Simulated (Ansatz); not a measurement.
# C₂H₉NOSi: small, medium and large basis sets

One table from this session's results is given with a row withheld; the runs are named, their logs left out.

Computed with Ansatz 0.2.0, Gaussian basis. Level: one geometry, several basis sets.

The runs, in order: PBE0-D4/def2-SVP; ωB97M-V/def2-SVP; PBE0-D4/def2-QZVPP; ωB97M-V/def2-QZVPP; the functionals' def2-TZVPP values are taken from earlier runs.

## Structure used throughout

An earlier PBE0-D4 in a triple-zeta def2 set relaxation fixed the geometry.

SMILES `CC(N)O[SiH3]`, 14 atoms, charge 0, spin multiplicity 1.

Atoms are counted from 1 here; the program's logs count them from 0.

Bond lengths: C1–C2 1.513 Å, C1–H6 1.093 Å, C1–H7 1.090 Å, C1–H8 1.091 Å, C2–N3 1.423 Å, C2–O4 1.436 Å, C2–H9 1.099 Å, N3–H10 1.013 Å, N3–H11 1.012 Å, O4–Si5 1.641 Å, Si5–H12 1.491 Å, Si5–H13 1.482 Å, Si5–H14 1.490 Å. Angles: C2–C1–H6 109.8°, C2–C1–H7 110.2°, C2–C1–H8 111.0°, H6–C1–H7 108.9°, H6–C1–H8 108.0°, H7–C1–H8 108.9°, C1–C2–N3 110.6°, C1–C2–O4 109.7°, C1–C2–H9 110.0°, N3–C2–O4 111.1°, N3–C2–H9 107.6°, O4–C2–H9 107.9°, C2–N3–H10 110.4°, C2–N3–H11 110.9°, H10–N3–H11 107.9°, C2–O4–Si5 124.5°, O4–Si5–H12 110.3°, O4–Si5–H13 106.8° and more.

The first run:

in.yaml

```yaml
crystal:
  periodic: [false, false, false]
  atoms:
    - {symbol: C, position_ang: [-1.132325, 0.717333, 0.832391]}
    - {symbol: C, position_ang: [0.263731, 0.174426, 0.622257]}
    - {symbol: N, position_ang: [1.228984, 1.032933, 1.219527]}
    - {symbol: O, position_ang: [0.513419, 0.014854, -0.782977]}
    - {symbol: Si, position_ang: [0.060997, -1.293738, -1.664003]}
    - {symbol: H, position_ang: [-1.222181, 1.699408, 0.360333]}
    - {symbol: H, position_ang: [-1.341273, 0.817603, 1.897943]}
    - {symbol: H, position_ang: [-1.878947, 0.058391, 0.385895]}
    - {symbol: H, position_ang: [0.358823, -0.812041, 1.096614]}
    - {symbol: H, position_ang: [1.170974, 1.962122, 0.819503]}
    - {symbol: H, position_ang: [2.166212, 0.685041, 1.063303]}
    - {symbol: H, position_ang: [0.455589, -2.549506, -0.962976]}
    - {symbol: H, position_ang: [0.754192, -1.192046, -2.969563]}
    - {symbol: H, position_ang: [-1.411096, -1.344080, -1.889646]}
basis:
  gaussian: {orbitals: def2-SVP}
hamiltonian: {xc: pbe0, dispersion: d4}
output: {orbitals: {seedname: orbitals}}
```

Started as:

```sh
$ ansatz run in.yaml --threads 4 --pin off --events-out ev --progress --plain --max-ram 10444MiB
```

Among the steps run: PBE0-D4 in def2-SVP; ωB97M-V in def2-SVP; PBE0-D4 in def2-QZVPP; ωB97M-V in def2-QZVPP.

One table of the session follows, with a row left open; its other results are not shown here.

It belongs to the step «Density functionals: the series». 

```
functional       basis  HOMO (eV)  LUMO (eV)
   PBE0-D4    def2-SVP      -7.29       0.92
   PBE0-D4  def2-TZVPP      -7.52       0.39
   PBE0-D4  def2-QZVPP      -7.57       0.20
   ωB97M-V    def2-SVP      -9.71       2.78
   ωB97M-V  def2-TZVPP      -9.96       1.99
   ωB97M-V  def2-QZVPP          ?          ?
```

Estimate the missing values for ωB97M-V, def2-QZVPP.

As computed: HOMO (eV): -10.00; LUMO (eV): 1.54. In the column «HOMO (eV)» it is the lowest.
